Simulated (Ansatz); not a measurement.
# N: the cost of one run

Method: DFT r2SCAN, scalar-relativistic, plane waves, PAW, in Ansatz 0.2.0.

4 further runs of the same task are left out: 1 that didn't finish, 3 set aside as unsound or not needed.

### 1 The starting structure

Symmetry: P6_3/mmc, No. 194, hexagonal system. Conventional cell: a = 2.564 Å, b = 2.564 Å, c = 2.441 Å, α = 90.00°, β = 90.00°, γ = 120.00°. Around N (site symmetry -6m2) lie 6 N at 1.92 Å.

Coordinates:

```xyz
2
Lattice="2.5642 0.0000 0.0000 -1.2821 2.2206 0.0000 0.0000 0.0000 2.4407" Properties=species:S:1:pos:R:3 pbc="T T T"
N     1.2821    0.7402    0.6102
N     0.0000    1.4804    1.8305
```

It goes back to an entry of the Materials Project, which need not be the stable form.

This cell was relaxed beforehand with the same method: volume 6.95 Å³/atom, gap on the mesh none (metal).

### 2 The unstrained reference

Input file input.yaml:

```yaml
crystal:
  lattice:
    - [2.5641627292, 0.0, 0.0]
    - [-1.2820813646, 2.2206300629, 0.0]
    - [0.0, 0.0, 2.4406973231]
  atoms:
    - { symbol: "N", position: [0.6666666667, 0.3333333333, 0.25] }
    - { symbol: "N", position: [0.3333333333, 0.6666666667, 0.75] }
basis:
  ecutwfc: 500
kpoints:
  mp_grid: { grid: [24, 24, 22] }
hamiltonian:
  xc: r2scan
scf:
  occupations: { method: gaussian, width: 0.1 }
output:
  forces: true
  stress: true
  eigenvalues: true
```

Command:

```bash
$ ansatz run input.yaml --threads 1 --pin off --max-ram 1331MiB --backend cpu --events-out ev --progress --plain --runs-dir out
```

**Question.** How long does this run take on 1 thread of Arm Neoverse N1, shared host, and how much memory does it need?

About 21 s, with a peak of 0.41 GiB.
